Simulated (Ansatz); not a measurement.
# Sn2Pt: how the settings move a single-point run

How sensitive is a single-point run of Sn2Pt to its settings? A reference run comes first, then one run with altered input.

Program: Ansatz 0.2.0. Level of theory: reference: DFT, r2SCAN, PAW with Ansatz's default frozen-core files, scalar-relativistic. These are calculated values, not measurements.

## (1) The structure to begin with

Symmetry: Fm-3m, No. 225, cubic system. The conventional cell has a = 6.484 Å, b = 6.484 Å, c = 6.484 Å, α = 90.00°, β = 90.00°, γ = 90.00°. Sn (site symmetry -43m) has 4 Pt at 2.81 Å as nearest neighbours. Around Pt (site symmetry m-3m) lie 8 Sn at 2.81 Å.

Coordinates:

```cif
data_structure
_symmetry_space_group_name_H-M 'Fm-3m'
_symmetry_Int_Tables_number 225
_cell_length_a 6.4840
_cell_length_b 6.4840
_cell_length_c 6.4840
_cell_angle_alpha 90.000
_cell_angle_beta 90.000
_cell_angle_gamma 90.000
_cell_volume 272.60
loop_
_atom_site_label
_atom_site_type_symbol
_atom_site_symmetry_multiplicity
_atom_site_Wyckoff_symbol
_atom_site_fract_x
_atom_site_fract_y
_atom_site_fract_z
_atom_site_occupancy
Sn1 Sn 8 c 0.25000 0.75000 0.75000 1
Pt1 Pt 4 a 0.00000 0.00000 0.00000 1
```

## (2) Reference

The input, input.yaml:

```yaml
crystal:
  lattice:
    - [0.0, 3.2419863306, 3.2419863306]
    - [3.2419863306, 0.0, 3.2419863306]
    - [3.2419863306, 3.2419863306, 0.0]
  atoms:
    - { symbol: Sn, position: [0.25, 0.25, 0.25] }
    - { symbol: Sn, position: [0.75, 0.75, 0.75] }
    - { symbol: Pt, position: [0.0, 0.0, 0.0] }
kpoints:
  mp_grid: { grid: [10, 10, 10] }
scf:
  occupations: { method: fermi_dirac, width: 0.05 }
hamiltonian:
  xc: r2scan
  pseudopotentials: { kind: paw }
output:
  forces: true
  stress: true
  eigenvalues: true
  populations: true
  write_density: true
  write_potential: true
  elf: true
  volumetric_format: npy
```

Command:

```sh
ansatz run input.yaml --threads 1 --pin off --max-ram 3072MiB --backend cpu --events-out ev --progress --plain --runs-dir out
```

## (3) Changing settings: dr2_threshold 1.0e-11, accuracy medium

input.yaml: that of step 2 with these lines changed.

```diff
@@ -13,2 +13,3 @@
   occupations: { method: fermi_dirac, width: 0.05 }
+  convergence: { dr2_threshold: 1.0e-11 }
 hamiltonian:
@@ -21,5 +22,2 @@
   populations: true
-  write_density: true
-  write_potential: true
-  elf: true
-  volumetric_format: npy
+accuracy: medium
```

What does the calculation give? Wanted: for each run, ending; energy change; pressure; gap; force.

As calculated:

```csv
run,ending,energy change,pressure (GPa),gap (eV),force (eV/Å),cycles,time
reference,converged,0,0.0,0.00,0.00,7,10 s
"1: dr2_threshold 1.0e-11, accuracy medium",converged,0.0 meV/atom,0.0,0.00,0.00,9,11 s
```

Times don't compare one to one where runs were asked for different outputs or read a saved state (see the inputs); cycles may leave out searches for a lower state.

Residual by cycle in the longest SCF loop of each run; runs are numbered as in the table. The quantity is the density residual dr2, in eV.

```csv
cycle,reference,run 1
1,0.182,0.182
2,0.27,0.27
3,0.00545,0.00545
4,1.9e-4,1.9e-4
5,1.8e-5,1.8e-5
6,1.2e-6,1.2e-6
7,2.5e-8,2.4e-8
8,-,2.4e-10
9,-,7.7e-13
```

**Reading.** Same state: the changed convergence setting leaves the energy within 0.5 meV/atom.
